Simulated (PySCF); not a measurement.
**Cu⁺: dipole response in def2-QZVPPD**

How polarisable is Cu⁺ at the levels listed below?

Method: unrestricted determinants in a Gaussian basis, no spin-orbit coupling in the energies. Code: PySCF 2.14.0.

**1. The atom as given**

| Property | Result |
| --- | --- |
| Element | copper (Z = 29) |
| Basis | def2-QZVPPD |
| Hamiltonian | the non-relativistic Hamiltonian (point nucleus) |
| State 1 | Cu⁺: [Ar] 3d10, closed-shell 1S |
| Methods | CAM-B3LYP |

Outer shells as boxes (Hund's rule):

Cu+ [Ar] 3d10
```
[Ar] core
3d [↑↓][↑↓][↑↓][↑↓][↑↓]
```

One driver process ran all states and methods and kept the integrals in memory. Each run is shown as a PySCF script that sums up its settings (the driver passes frozen orbitals as a list and adds second-order terms of double hybrids); the logs are those of the runs themselves. The driver starts from symmetry-adapted Hartree-Fock orbitals, holds the occupation by maximum overlap and uses a logarithmic radial grid for functionals, so a plain start would take other cycles.

The integrals over 100 functions and the set-up took 1.2 s of CPU time.

**2. Cu⁺: CAM-B3LYP**

CAM-B3LYP:

The input, input.py:

```python
from pyscf import gto, scf, dft, mp, cc
import basis_set_exchange as bse
mol = gto.M(atom="Cu 0 0 0", charge=1, spin=0, symmetry="D2h",
            basis=gto.basis.parse(bse.get_basis("def2-QZVPPD", elements=["Cu"], fmt="nwchem")))
mf = dft.UKS(mol, xc="CAMB3LYP")
mf.irrep_nelec = {'Ag': (5, 5), 'B1g': (1, 1), 'B2g': (1, 1), 'B3g': (1, 1), 'B1u': (2, 2), 'B2u': (2, 2), 'B3u': (2, 2)}
mf.kernel()
```

Log:

```text
damping factor = 0
level_shift factor = 0
DIIS = <class 'pyscf.scf.diis.CDIIS'>
diis_start_cycle = 1
diis_space = 10
diis_damp = 0
SCF conv_tol = 1e-09
SCF conv_tol_grad = None
number electrons alpha = 14  beta = 14
XC functionals = CAMB3LYP
    T. Yanai, D. P. Tew, and N. C. Handy.,  Chem. Phys. Lett. 393, 51 (2004)
cycle= 1 E= -1640.33292000144  delta_E= -0.00488  |g|= 0.276  |ddm|= 0.157
cycle= 2 E= -1640.29955714245  delta_E= 0.0334  |g|= 0.563  |ddm|= 0.192
cycle= 3 E= -1640.34449619743  delta_E= -0.0449  |g|= 0.0155  |ddm|= 0.126
cycle= 4 E= -1640.3445364314  delta_E= -4.02e-05  |g|= 0.000753  |ddm|= 0.00393
cycle= 5 E= -1640.34453651172  delta_E= -8.03e-08  |g|= 5.71e-05  |ddm|= 0.000169
cycle= 6 E= -1640.34453651221  delta_E= -4.89e-10  |g|= 8.93e-07  |ddm|= 1.72e-05
converged SCF energy = -1640.34453651221  <S^2> = -2.4868996e-14  2S+1 = 1
```

CPU time 17 s on a shared host, the integrals not counted.

The occupied shells:

```csv
shell,electrons,mean orbital energy (eV),spread (eV),rms radius (bohr)
1s,2,-8799.7,0,0.0612
2s,2,-1065.4,0,0.259
2p,6,-934.99,0,0.230
3s,2,-126.76,0,0.778
3p,6,-85.856,0,0.823
3d,10,-17.676,0,1.17
```

⟨S²⟩ = 0.000, ⟨L²⟩ = 0.00.

The driver then solved the coupled dipole response at imaginary frequencies: mean α = 6.890 bohr³, C₆ = 22.80 au for a like pair.

Radial density 4πr²ρ of Cu⁺ at CAM-B3LYP:

```csv
r (bohr),density
0.000959,0.182
0.00161,0.495
0.00271,1.31
0.00456,3.34
0.00767,7.88
0.0129,16.5
0.0217,28.2
0.0365,35.0
0.0614,29.9
0.103,30.6
0.174,39.8
0.292,22.6
0.492,20.6
0.827,17.8
1.39,4.62
2.34,0.711
3.93,0.0405
6.62,0.000200
```

**3. The response side by side**

Cu⁺, in atomic units:

```csv
method,mean α,C₆ (like pair),S(−4)
CAM-B3LYP,6.890,22.80,39.91
```

α(iu) at CAM-B3LYP:

```csv
u (hartree),α(iu) (bohr³)
0,6.890
0.0500,6.793
0.100,6.526
0.200,5.733
0.300,4.932
0.500,3.765
0.750,2.879
1.00,2.302
1.50,1.590
2.00,1.180
3.00,0.7381
5.00,0.3758
```

**4. Results**

| quantity | value |
| --- | --- |
| α of Cu⁺ | 6.890 (CAM-B3LYP) bohr³ |

**Reading.** A single London oscillator with the computed α and C₆ of Cu⁺ at CAM-B3LYP would have ω = 4 C₆ / (3 α²) = 0.640 hartree. All values hold for this basis alone; no basis-set limit was taken.
